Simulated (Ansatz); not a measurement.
# HBr with CH₃F: superposition error and deformation, part 2 of 3

Ansatz 0.2.0, Gaussian basis. Earlier steps stand in the parts before.

**13. CCSD(T)/def2-TZVPPD**

The inputs:

a/in.yaml

```yaml
crystal:
  periodic: [false, false, false]
  atoms:
    - {symbol: Br, position_ang: [0.629344, 0.384713, -2.887601]}
    - {symbol: H, position_ang: [-0.218891, -0.061960, -1.828689]}
basis:
  gaussian: {orbitals: "def2-TZVPPD.json"}
correlation: {method: ccsd_t}
```

b/in.yaml

```yaml
crystal:
  periodic: [false, false, false]
  atoms:
    - {symbol: C, position_ang: [-0.038231, -0.044337, 0.992620]}
    - {symbol: F, position_ang: [-0.917780, -0.449247, -0.000903]}
    - {symbol: H, position_ang: [-0.556480, 0.656351, 1.648443]}
    - {symbol: H, position_ang: [0.820836, 0.439210, 0.524317]}
    - {symbol: H, position_ang: [0.281102, -0.924630, 1.551914]}
basis:
  gaussian: {orbitals: "def2-TZVPPD.json"}
correlation: {method: ccsd_t}
```

The same command starts each run, in its folder.

The run is started by

```bash
$ ansatz run in.yaml --threads 4 --pin off --events-out ev --progress --plain --max-ram 9574MiB
```

Output in a, shortened:

```text
Functional definition: HF
  name "HF"
  cite "Fock, Z. Phys. 61, 126 (1930) doi:10.1007/BF01340294"
  parent pbe
[...]
448 factors; integrals over basis functions are off by at most 1.6e-3 eV
[...]
mean field -70014.95480786 eV, -2573.0021313481 hartree, gradient 1.8e-6 eV, S^2 0.000000; 0 other end points of the search recorded, 0 dependent functions left out
9 core orbitals not correlated: weight in the atoms' cores, before any rotation towards them, 1.000 or more for the frozen orbitals, at most 0.000 for the correlated occupied ones
reference -70014.95480786 eV, -2573.0021313481 hartree; 9, 9 occupied and 56, 56 virtual orbitals, 448 factors
second order -7.88043806 eV of doubles, -0.00000000 eV of singles
cycle   1  -7.96362607 eV  change   -8.3e-2 eV  update   4.5e-2
[...]
cycle   7  -8.15123637 eV  change    2.4e-6 eV  update   1.4e-5
perturbative correction -0.24602305 eV, -0.0090411805 hartree
Total energy: -70023.35206729 eV, -2573.3107249400 hartree
```

Log of b, shortened:

```text
[... 4 set-up lines as earlier in the session ...]
[...]
753 factors; integrals over basis functions are off by at most 7.6e-4 eV
[...]
mean field -3785.18232802 eV, -139.1028848661 hartree, gradient 1.2e-6 eV, S^2 0.000000; 0 other end points of the search recorded, 0 dependent functions left out
2 core orbitals not correlated: weight in the atoms' cores, before any rotation towards them, 1.000 or more for the frozen orbitals, at most 0.000 for the correlated occupied ones
reference -3785.18232802 eV, -139.1028848661 hartree; 7, 7 occupied and 119, 119 virtual orbitals, 753 factors
second order -11.84360535 eV of doubles, -0.00000000 eV of singles
cycle   1  -11.98256508 eV  change   -1.4e-1 eV  update   6.7e-2
[...]
cycle   9  -12.29141150 eV  change   -1.5e-6 eV  update   5.0e-6
perturbative correction -0.36842162 eV, -0.0135392446 hartree
Total energy: -3797.84216114 eV, -139.5681251519 hartree
```

Wall times: 0.65 s (a), 2.6 s (b) on 4 threads of Intel Xeon Platinum 8259CL at 2.50GHz, shared host; peak memory 0.66 GiB.

**14. Relaxing HBr alone**

Contents of relax-a/in.yaml:

```yaml
crystal:
  periodic: [false, false, false]
  atoms:
    - {symbol: Br, position_ang: [0.629344, 0.384713, -2.887601]}
    - {symbol: H, position_ang: [-0.218891, -0.061960, -1.828689]}
basis:
  gaussian: {orbitals: def2-TZVP}
hamiltonian: {xc: pbe0, dispersion: d4}
relax: {f_tol: 0.005, max_steps: 200}
```

The run is started by

```bash
$ ansatz run in.yaml --threads 4 --pin off --events-out ev --progress --plain --max-ram 9574MiB
```

Output, shortened:

```text
[... 5 set-up lines as earlier in the session ...]
[...]
457 factors; their error is unknown
[...]
mean field -70054.57198801 eV, -2574.4580358651 hartree, gradient 2.2e-5 eV, S^2 0.000000; 0 other end points of the search recorded, 0 dependent functions left out
[...]
reference -70054.57279944 eV, -2574.4580656844 hartree; 18, 18 occupied and 36, 36 virtual orbitals, 457 factors
Total energy: -70054.57831875 eV, -2574.4582685155 hartree
Atom 0 at     0.627011     0.383485    -2.884689 Å, force     0.000141     0.000074    -0.000175 eV/Å
Atom 1 at    -0.216558    -0.060732    -1.831601 Å, force    -0.000141    -0.000074     0.000175 eV/Å
Dipole moment:    -0.117781    -0.062022     0.147034 e Å
```

Wall time 1.1 s (4 threads of Intel Xeon Platinum 8259CL at 2.50GHz, shared host).

The steps of the relaxation:

```
step  energy from step 1 (eV)  largest force component (eV/Å)
   1                   0.0000                          0.1486
   2                  -0.0008                          0.0261
   3                  -0.0008                          0.0002
```

The bond:

```
  bond  before (Å)  after (Å)  change (Å)
Br1–H2       1.428      1.421      -0.008
```

**15. Relaxing CH₃F alone**

Contents of relax-b/in.yaml:

```yaml
crystal:
  periodic: [false, false, false]
  atoms:
    - {symbol: C, position_ang: [-0.038231, -0.044337, 0.992620]}
    - {symbol: F, position_ang: [-0.917780, -0.449247, -0.000903]}
    - {symbol: H, position_ang: [-0.556480, 0.656351, 1.648443]}
    - {symbol: H, position_ang: [0.820836, 0.439210, 0.524317]}
    - {symbol: H, position_ang: [0.281102, -0.924630, 1.551914]}
basis:
  gaussian: {orbitals: def2-TZVP}
hamiltonian: {xc: pbe0, dispersion: d4}
relax: {f_tol: 0.005, max_steps: 200}
```

The run is started by

```bash
$ ansatz run in.yaml --threads 4 --pin off --events-out ev --progress --plain --max-ram 9574MiB
```

Output, shortened:

```text
[... 5 set-up lines as earlier in the session ...]
[...]
468 factors; their error is unknown
[...]
mean field -3800.17133120 eV, -139.6537205728 hartree, gradient 4.7e-6 eV, S^2 0.000000; 0 other end points of the search recorded, 0 dependent functions left out
[...]
Atom 1 at    -0.914880    -0.447926     0.000091 Å, force    -0.001085    -0.000500    -0.000705 eV/Å
Atom 2 at    -0.553767     0.655739     1.650084 Å, force     0.002598    -0.003073    -0.002481 eV/Å
Atom 3 at     0.819647     0.438592     0.525616 Å, force    -0.003074    -0.001790     0.002690 eV/Å
Atom 4 at     0.281987    -0.922285     1.553613 Å, force    -0.001184     0.004135    -0.002033 eV/Å
Dipole moment:     0.236484     0.108873     0.267841 e Å
```

It took 1.9 s on 4 threads of Intel Xeon Platinum 8259CL at 2.50GHz, shared host.

The steps of the relaxation:

```
step  energy from step 1 (eV)  largest force component (eV/Å)
   1                   0.0000                          0.3181
   2                  -0.0016                          0.1861
   3                  -0.0024                          0.0041
```

Distances of close pairs at the start and the end, largest changes first:

```
 bond  before (Å)  after (Å)  change (Å)
C1–F2       1.387      1.376      -0.011
C1–H3       1.091      1.092      +0.002
C1–H5       1.091      1.092      +0.002
C1–H4       1.091      1.092      +0.001
```

**16. PBE-D4/def2-TZVPPD**

Contents of free-a/in.yaml:

```yaml
crystal:
  periodic: [false, false, false]
  atoms:
    - {symbol: Br, position_ang: [0.627011, 0.383485, -2.884689]}
    - {symbol: H, position_ang: [-0.216558, -0.060732, -1.831601]}
basis:
  gaussian: {orbitals: "def2-TZVPPD.json"}
hamiltonian: {xc: pbe, dispersion: d4}
```

Contents of free-b/in.yaml:

```yaml
crystal:
  periodic: [false, false, false]
  atoms:
    - {symbol: C, position_ang: [-0.043540, -0.046773, 0.986987]}
    - {symbol: F, position_ang: [-0.914880, -0.447926, 0.000091]}
    - {symbol: H, position_ang: [-0.553767, 0.655739, 1.650084]}
    - {symbol: H, position_ang: [0.819647, 0.438592, 0.525616]}
    - {symbol: H, position_ang: [0.281987, -0.922285, 1.553613]}
basis:
  gaussian: {orbitals: "def2-TZVPPD.json"}
hamiltonian: {xc: pbe, dispersion: d4}
```

The same command starts each run, in its folder.

The run is started by

```bash
$ ansatz run in.yaml --threads 4 --pin off --events-out ev --progress --plain --max-ram 9574MiB
```

free-a printed, shortened:

```text
[... 4 set-up lines as earlier in the session ...]
[...]
479 factors; their error is unknown
[...]
mean field -70052.16261154 eV, -2574.3694929130 hartree, gradient 2.8e-5 eV, S^2 0.000000; 0 other end points of the search recorded, 0 dependent functions left out
reference -70052.16265496 eV, -2574.3694945086 hartree; 18, 18 occupied and 56, 56 virtual orbitals, 479 factors
Total energy: -70052.16944002 eV, -2574.3697438550 hartree
```

Log of free-b, shortened:

```text
[... 4 set-up lines as earlier in the session ...]
[...]
548 factors; their error is unknown
[...]
mean field -3800.05649998 eV, -139.6495006036 hartree, gradient 4.3e-5 eV, S^2 0.000000; 0 other end points of the search recorded, 0 dependent functions left out
reference -3800.05654097 eV, -139.6495021099 hartree; 9, 9 occupied and 119, 119 virtual orbitals, 548 factors
Total energy: -3800.08516581 eV, -139.6505540533 hartree
```

Wall times: 0.35 s (free-a), 0.5 s (free-b) on 4 threads of Intel Xeon Platinum 8259CL at 2.50GHz, shared host.

**17. r2SCAN-D4/def2-TZVPPD**

The same edit goes into each in.yaml of step 16 (free-a, free-b):

```diff
-hamiltonian: {xc: pbe, dispersion: d4}
+hamiltonian: {xc: r2scan, dispersion: d4}
```

The same command starts each run, in its folder.

The run is started by

```bash
$ ansatz run in.yaml --threads 4 --pin off --events-out ev --progress --plain --max-ram 9574MiB
```

Log of free-a, shortened:

```text
[... 5 set-up lines as earlier in the session ...]
[...]
479 factors; their error is unknown
[...]
mean field -70062.30092628 eV, -2574.7420691074 hartree, gradient 1.5e-5 eV, S^2 0.000000; 0 other end points of the search recorded, 0 dependent functions left out
reference -70062.30093774 eV, -2574.7420695288 hartree; 18, 18 occupied and 56, 56 virtual orbitals, 479 factors
Total energy: -70062.30239684 eV, -2574.7421231495 hartree
```

Output in free-b, shortened:

```text
[... 5 set-up lines as earlier in the session ...]
[...]
548 factors; their error is unknown
[...]
mean field -3802.34206131 eV, -139.7334934333 hartree, gradient 3.9e-5 eV, S^2 0.000000; 0 other end points of the search recorded, 0 dependent functions left out
reference -3802.34207405 eV, -139.7334939013 hartree; 9, 9 occupied and 119, 119 virtual orbitals, 548 factors
Total energy: -3802.34882139 eV, -139.7337418614 hartree
```

They took 0.6 s (free-a), 0.9 s (free-b) on 4 threads of Intel Xeon Platinum 8259CL at 2.50GHz, shared host.

**18. PBE0-D4/def2-TZVPPD**

Each input of step 17 (free-a, free-b) changes in the same lines:

```diff
-hamiltonian: {xc: r2scan, dispersion: d4}
+hamiltonian: {xc: pbe0, dispersion: d4}
+output: {orbitals: {seedname: orbitals}}
```

Each run has its own folder and the same command.

The run is started by

```bash
$ ansatz run in.yaml --threads 4 --pin off --events-out ev --progress --plain --max-ram 9574MiB
```

free-a printed, shortened:

```text
[... 5 set-up lines as earlier in the session ...]
[...]
531 factors; their error is unknown
[...]
mean field -70054.61607778 eV, -2574.4596561340 hartree, gradient 7.0e-5 eV, S^2 0.000000; 0 other end points of the search recorded, 0 dependent functions left out
reference -70054.61610646 eV, -2574.4596571880 hartree; 18, 18 occupied and 56, 56 virtual orbitals, 531 factors
Total energy: -70054.62162577 eV, -2574.4598600192 hartree
```

free-b printed, shortened:

```text
[... 5 set-up lines as earlier in the session ...]
[...]
548 factors; their error is unknown
[...]
mean field -3800.24243677 eV, -139.6563336543 hartree, gradient 6.0e-5 eV, S^2 0.000000; 0 other end points of the search recorded, 0 dependent functions left out
reference -3800.24246584 eV, -139.6563347227 hartree; 9, 9 occupied and 119, 119 virtual orbitals, 548 factors
Total energy: -3800.26553531 eV, -139.6571825102 hartree
```

They took 0.4 s (free-a), 0.55 s (free-b) on 4 threads of Intel Xeon Platinum 8259CL at 2.50GHz, shared host.

**19. B3LYP-D4/def2-TZVPPD**

The same edit goes into each in.yaml of step 18 (free-a, free-b):

```diff
-hamiltonian: {xc: pbe0, dispersion: d4}
-output: {orbitals: {seedname: orbitals}}
+hamiltonian: {xc: {name: B3LYP}, dispersion: d4}
```

Each run has its own folder and the same command.

The run is started by

```bash
$ ansatz run in.yaml --threads 4 --pin off --events-out ev --progress --plain --max-ram 9574MiB
```

Log of free-a, shortened:

```text
[... 6 set-up lines as earlier in the session ...]
[...]
515 factors; their error is unknown
[...]
mean field -70063.61974156 eV, -2574.7905346752 hartree, gradient 6.3e-6 eV, S^2 0.000000; 0 other end points of the search recorded, 0 dependent functions left out
reference -70063.61993016 eV, -2574.7905416060 hartree; 18, 18 occupied and 56, 56 virtual orbitals, 515 factors
Total energy: -70063.63106357 eV, -2574.7909507514 hartree
```

Output in free-b, shortened:

```text
[... 6 set-up lines as earlier in the session ...]
[...]
548 factors; their error is unknown
[...]
mean field -3804.41687074 eV, -139.8097412735 hartree, gradient 6.6e-5 eV, S^2 0.000000; 0 other end points of the search recorded, 0 dependent functions left out
reference -3804.41708353 eV, -139.8097490934 hartree; 9, 9 occupied and 119, 119 virtual orbitals, 548 factors
Total energy: -3804.46281834 eV, -139.8114298167 hartree
```

They took 0.4 s (free-a), 0.75 s (free-b) on 4 threads of Intel Xeon Platinum 8259CL at 2.50GHz, shared host.

**20. wB97X-V/def2-TZVPPD**

Each input of step 19 (free-a, free-b) changes in the same lines:

```diff
-hamiltonian: {xc: {name: B3LYP}, dispersion: d4}
+hamiltonian: {xc: {name: wB97X-V}}
```

One command serves all of them, each in its own folder.

The run is started by

```bash
$ ansatz run in.yaml --threads 4 --pin off --events-out ev --progress --plain --max-ram 9574MiB
```

Output in free-a, shortened:

```text
[... 5 set-up lines as earlier in the session ...]
[...]
      + integral(e_c_pw_opposite_spin*poly(b97_u_opposite, cos0, cos1)) + vv10(b, c)
515 factors; their error is unknown
102 factors; integrals over basis functions are off by at most 6.0e-5 eV
[...]
mean field -70056.31846673 eV, -2574.5222177743 hartree, gradient 1.7e-5 eV, S^2 0.000000; 0 other end points of the search recorded, 0 dependent functions left out
reference -70056.31846494 eV, -2574.5222177083 hartree; 18, 18 occupied and 56, 56 virtual orbitals, 515 factors
Total energy: -70056.31846494 eV, -2574.5222177083 hartree
```

free-b printed, shortened:

```text
[... 5 set-up lines as earlier in the session ...]
[...]
      + integral(e_c_pw_opposite_spin*poly(b97_u_opposite, cos0, cos1)) + vv10(b, c)
548 factors; their error is unknown
177 factors; integrals over basis functions are off by at most 2.7e-5 eV
[...]
mean field -3802.96645966 eV, -139.7564396492 hartree, gradient 7.5e-5 eV, S^2 0.000000; 0 other end points of the search recorded, 0 dependent functions left out
reference -3802.96645780 eV, -139.7564395809 hartree; 9, 9 occupied and 119, 119 virtual orbitals, 548 factors
Total energy: -3802.96645780 eV, -139.7564395809 hartree
```

They took 0.9 s (free-a), 1.6 s (free-b) on 4 threads of Intel Xeon Platinum 8259CL at 2.50GHz, shared host.

**21. wB97M-V/def2-TZVPPD**

Each input of step 20 (free-a, free-b) changes in the same lines:

```diff
-hamiltonian: {xc: {name: wB97X-V}}
+hamiltonian: {xc: {name: wB97M-V}}
```

The same command starts each run, in its folder.

The run is started by

```bash
$ ansatz run in.yaml --threads 4 --pin off --events-out ev --progress --plain --max-ram 9574MiB
```

free-a printed, shortened:

```text
[... 5 set-up lines as earlier in the session ...]
  # Of w^i u^j: cxij and so on, Table III.
[...]
  gx(w, u) = 1 - cx + cx01*u + cx10*w
[...]
      + integral(e_c_pw_mod_opposite_spin*gos(b97_w_opposite, b97_u_opposite)) + vv10(b, c)
508 factors; their error is unknown
102 factors; integrals over basis functions are off by at most 6.0e-5 eV
[...]
mean field -70058.70045925 eV, -2574.6097543846 hartree, gradient 1.6e-5 eV, S^2 0.000000; 0 other end points of the search recorded, 0 dependent functions left out
reference -70058.70050894 eV, -2574.6097562106 hartree; 18, 18 occupied and 56, 56 virtual orbitals, 508 factors
Total energy: -70058.70050894 eV, -2574.6097562106 hartree
```

Log of free-b, shortened:

```text
[... 5 set-up lines as earlier in the session ...]
  # Of w^i u^j: cxij and so on, Table III.
[...]
  gx(w, u) = 1 - cx + cx01*u + cx10*w
[...]
      + integral(e_c_pw_mod_opposite_spin*gos(b97_w_opposite, b97_u_opposite)) + vv10(b, c)
548 factors; their error is unknown
177 factors; integrals over basis functions are off by at most 2.7e-5 eV
[...]
mean field -3802.77161687 eV, -139.7492793087 hartree, gradient 1.3e-5 eV, S^2 0.000000; 0 other end points of the search recorded, 0 dependent functions left out
reference -3802.77166327 eV, -139.7492810138 hartree; 9, 9 occupied and 119, 119 virtual orbitals, 548 factors
Total energy: -3802.77166327 eV, -139.7492810138 hartree
```

They took 0.85 s (free-a), 1.4 s (free-b) on 4 threads of Intel Xeon Platinum 8259CL at 2.50GHz, shared host.

**22. B2PLYP/def2-TZVPPD**

Each input of step 21 (free-a, free-b) changes in the same lines:

```diff
-hamiltonian: {xc: {name: wB97M-V}}
+hamiltonian: {xc: {name: B2PLYP}}
```

The same command starts each run, in its folder.

The run is started by

```bash
$ ansatz run in.yaml --threads 4 --pin off --events-out ev --progress --plain --max-ram 9574MiB
```

Log of free-a, shortened:

```text
[... 5 set-up lines as earlier in the session ...]
[...]
448 factors; integrals over basis functions are off by at most 1.5e-3 eV
[...]
mean field -70049.80360010 eV, -2574.2828008414 hartree, gradient 2.0e-6 eV, S^2 0.000000; 0 other end points of the search recorded, 0 dependent functions left out
9 core orbitals not correlated: weight in the atoms' cores, before any rotation towards them, 1.000 or more for the frozen orbitals, at most 0.000 for the correlated occupied ones
reference -70049.80371539 eV, -2574.2828050784 hartree; 9, 9 occupied and 56, 56 virtual orbitals, 448 factors
second order -9.29735514 eV of doubles, -0.00000000 eV of singles
Total energy: -70052.31400128 eV, -2574.3750563832 hartree
```

Log of free-b, shortened:

```text
[... 5 set-up lines as earlier in the session ...]
[...]
753 factors; integrals over basis functions are off by at most 1.1e-3 eV
[...]
mean field -3797.95743539 eV, -139.5723614024 hartree, gradient 4.2e-6 eV, S^2 0.000000; 0 other end points of the search recorded, 0 dependent functions left out
2 core orbitals not correlated: weight in the atoms' cores, before any rotation towards them, 1.000 or more for the frozen orbitals, at most 0.000 for the correlated occupied ones
reference -3797.95756124 eV, -139.5723660275 hartree; 7, 7 occupied and 119, 119 virtual orbitals, 753 factors
second order -14.05516299 eV of doubles, -0.00000000 eV of singles
Total energy: -3801.75245525 eV, -139.7118258100 hartree
```

Times: 0.65 s (free-a), 0.95 s (free-b) on 4 threads of Intel Xeon Platinum 8259CL at 2.50GHz, shared host.

**23. BLYP-D4/def2-TZVPPD**

Each input of step 22 (free-a, free-b) changes in the same lines:

```diff
-hamiltonian: {xc: {name: B2PLYP}}
+hamiltonian: {xc: {name: BLYP}, dispersion: d4}
```

The same command starts each run, in its folder.

The run is started by

```bash
$ ansatz run in.yaml --threads 4 --pin off --events-out ev --progress --plain --max-ram 9574MiB
```

Log of free-a, shortened:

```text
[... 4 set-up lines as earlier in the session ...]
[...]
479 factors; their error is unknown
[...]
mean field -70063.42413869 eV, -2574.7833464024 hartree, gradient 1.9e-5 eV, S^2 0.000000; 0 other end points of the search recorded, 0 dependent functions left out
reference -70063.42439831 eV, -2574.7833559430 hartree; 18, 18 occupied and 56, 56 virtual orbitals, 479 factors
Total energy: -70063.44037022 eV, -2574.7839428998 hartree
```

free-b printed, shortened:

```text
[... 4 set-up lines as earlier in the session ...]
[...]
548 factors; their error is unknown
[...]
mean field -3803.43406156 eV, -139.7736237022 hartree, gradient 3.0e-5 eV, S^2 0.000000; 0 other end points of the search recorded, 0 dependent functions left out
reference -3803.43435744 eV, -139.7736345755 hartree; 9, 9 occupied and 119, 119 virtual orbitals, 548 factors
Total energy: -3803.50282453 eV, -139.7761506946 hartree
```

Wall times: 0.4 s (free-a), 0.55 s (free-b) on 4 threads of Intel Xeon Platinum 8259CL at 2.50GHz, shared host.

**24. revPBE-D4/def2-TZVPPD**

The same edit goes into each in.yaml of step 23 (free-a, free-b):

```diff
-hamiltonian: {xc: {name: BLYP}, dispersion: d4}
+hamiltonian: {xc: {name: revPBE}, dispersion: d4}
```

The same command starts each run, in its folder.

The run is started by

```bash
$ ansatz run in.yaml --threads 4 --pin off --events-out ev --progress --plain --max-ram 9574MiB
```

Output in free-a, shortened:

```text
[... 4 set-up lines as earlier in the session ...]
[...]
479 factors; their error is unknown
[...]
mean field -70056.79573195 eV, -2574.5397569476 hartree, gradient 3.8e-5 eV, S^2 0.000000; 0 other end points of the search recorded, 0 dependent functions left out
reference -70056.79578897 eV, -2574.5397590428 hartree; 18, 18 occupied and 56, 56 virtual orbitals, 479 factors
Total energy: -70056.82093145 eV, -2574.5406830119 hartree
```

Log of free-b, shortened:

```text
[... 4 set-up lines as earlier in the session ...]
[...]
548 factors; their error is unknown
[...]
mean field -3803.01303587 eV, -139.7581512934 hartree, gradient 4.7e-5 eV, S^2 0.000000; 0 other end points of the search recorded, 0 dependent functions left out
reference -3803.01308742 eV, -139.7581531880 hartree; 9, 9 occupied and 119, 119 virtual orbitals, 548 factors
Total energy: -3803.14047947 eV, -139.7628347591 hartree
```

Wall times: 0.35 s (free-a), 0.5 s (free-b) on 4 threads of Intel Xeon Platinum 8259CL at 2.50GHz, shared host.

[end of part 2 of 3]
